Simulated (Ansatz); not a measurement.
**Cd2TeS: a single-point run**

Wanted: a converged single-point run for Cd2TeS, and a check of what comes out. The structure is shown as the input types it. The cell is built on a prototype (ordering on rocksalt) and needn't be the phase found in nature.

Method: density functional or hybrid calculation with the settings of its input, plane waves (as first typed), in Ansatz 0.2.0.

1 further run of the same task is left out (for a known fault of the program).

### 1 Starting point

Symmetry: P4/mmm, No. 123, tetragonal system. The conventional cell has a = 4.114 Å, b = 4.114 Å, c = 5.770 Å, α = 90.00°, β = 90.00°, γ = 90.00°. Around S (site symmetry 4/mmm) lie 6 Cd at 2.88 to 2.91 Å. Cd (site symmetry 4/mmm) has 2 S at 2.88 Å and 4 Te at 2.91 Å as nearest neighbours. Around Te (site symmetry 4/mmm) lie 6 Cd at 2.88 to 2.91 Å. Around Cd (site symmetry 4/mmm) lie 2 Te at 2.88 Å and 4 S at 2.91 Å.

Structure file:

```
CELL_PARAMETERS angstrom
4.11373 0.00000 0.00000
0.00000 4.11373 0.00000
0.00000 0.00000 5.76954
ATOMIC_POSITIONS crystal
S 0.00000 0.00000 0.00000
Cd 0.00000 0.00000 0.50000
Te 0.50000 0.50000 0.50000
Cd 0.50000 0.50000 0.00000
```

### 2 Input and run

input.yaml

```yaml
crystal:
  lattice:
    - [4.1137293873, 0.0, 0.0]
    - [0.0, 4.1137293873, 0.0]
    - [0.0, 0.0, 5.7695416818]
  atoms:
    - { symbol: S, position: [0.0, 0.0, 0.0] }
    - { symbol: Cd, position: [0.0, 0.0, 0.5] }
    - { symbol: Te, position: [0.5, 0.5, 0.5] }
    - { symbol: Cd, position: [0.5, 0.5, 0.0] }
kpoints:
  mp_grid: { grid: [4, 4, 4] }
hamiltonian:
  xc: r2scan
scf:
  occupations: { method: fermi_dirac, width: 0.02 }
  n_extra_bands: 5
  max_iter: 78
output:
  forces: true
  stress: true
  eigenvalues: true
basis:
  ecutwfc: 120
```

Launch:

```console
ansatz run input.yaml --threads 4 --pin off --max-ram 3686MiB --backend cpu --events-out ev --progress --plain --runs-dir out
```

What happens when this is run?

The run converged and reported no error, with warnings (cutoff below recommended). Its log warns: «basis.ecutwfc = 120 eV is below the records' recommended 500 eV ...»

In the input, basis.ecutwfc is 120. The basis cutoff is far too low: the plane waves can't represent the orbitals near the cores. The potentials' recommended cutoff is 500 eV.

The test: delete basis.ecutwfc (the default then holds).
